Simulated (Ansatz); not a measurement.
# Ti3W: the cost of one run

Method: DFT PBE, scalar-relativistic, plane waves, PAW, in Ansatz 0.2.0.

### 1 The system as given

The structure is hexagonal, space group P-6m2 (No. 187). The conventional cell has a = 2.653 Å, b = 2.653 Å, c = 9.867 Å, α = 90.00°, β = 90.00°, γ = 120.00°. Around Ti (site symmetry 3m) lie 9 Ti at 2.65 to 2.90 Å and 3 W at 2.90 Å. Ti (site symmetry -6m2) is surrounded by 12 Ti at 2.65 to 2.90 Å. W (site symmetry -6m2) has 6 W at 2.65 Å and 6 Ti at 2.90 Å as nearest neighbours.

Coordinates:

```cif
data_structure
_symmetry_space_group_name_H-M 'P-6m2'
_symmetry_Int_Tables_number 187
_cell_length_a 2.6526
_cell_length_b 2.6526
_cell_length_c 9.8671
_cell_angle_alpha 90.000
_cell_angle_beta 90.000
_cell_angle_gamma 120.000
_cell_volume 60.12
loop_
_atom_site_label
_atom_site_type_symbol
_atom_site_symmetry_multiplicity
_atom_site_Wyckoff_symbol
_atom_site_fract_x
_atom_site_fract_y
_atom_site_fract_z
_atom_site_occupancy
Ti1 Ti 2 h 0.33333 0.66667 0.75000 1
Ti2 Ti 1 f 0.66667 0.33333 0.50000 1
W1 W 1 e 0.66667 0.33333 0.00000 1
```

The start is an ordering of an alloy on its end members' structure types: elements ordered on the sites of the Zn type, Ti/W on Zn (P-6m2, No. 187).

### 2 The guess as it stands, on a coarse mesh

input.yaml

```yaml
crystal:
  lattice:
    - [2.65256217, 0.0, 0.0]
    - [-1.32628109, 2.29718623, 0.0]
    - [0.0, 0.0, 9.86713391]
  atoms:
    - { symbol: Ti, position: [0.33333333, 0.66666667, 0.75] }
    - { symbol: Ti, position: [0.33333333, 0.66666667, 0.25] }
    - { symbol: Ti, position: [0.66666667, 0.33333333, 0.5] }
    - { symbol: W, position: [0.66666667, 0.33333333, 0.0] }
basis:
  ecutwfc: 420
kpoints:
  mp_grid: { grid: [6, 6, 2] }
hamiltonian:
  xc: pbe
scf:
  occupations: { method: gaussian, width: 0.1 }
  lower_state_search: "off"
output:
  forces: true
  stress: true
  eigenvalues: true
```

Started as:

```sh
$ ansatz run input.yaml --threads 1 --pin off --max-ram 2560MiB --backend cpu --events-out ev --progress --plain --runs-dir out
```

What time and memory should one allow on 1 thread of Intel Xeon at 2.50GHz (Skylake/Cascade Lake), shared host?

About 6.1 s, with a peak of 0.33 GiB.
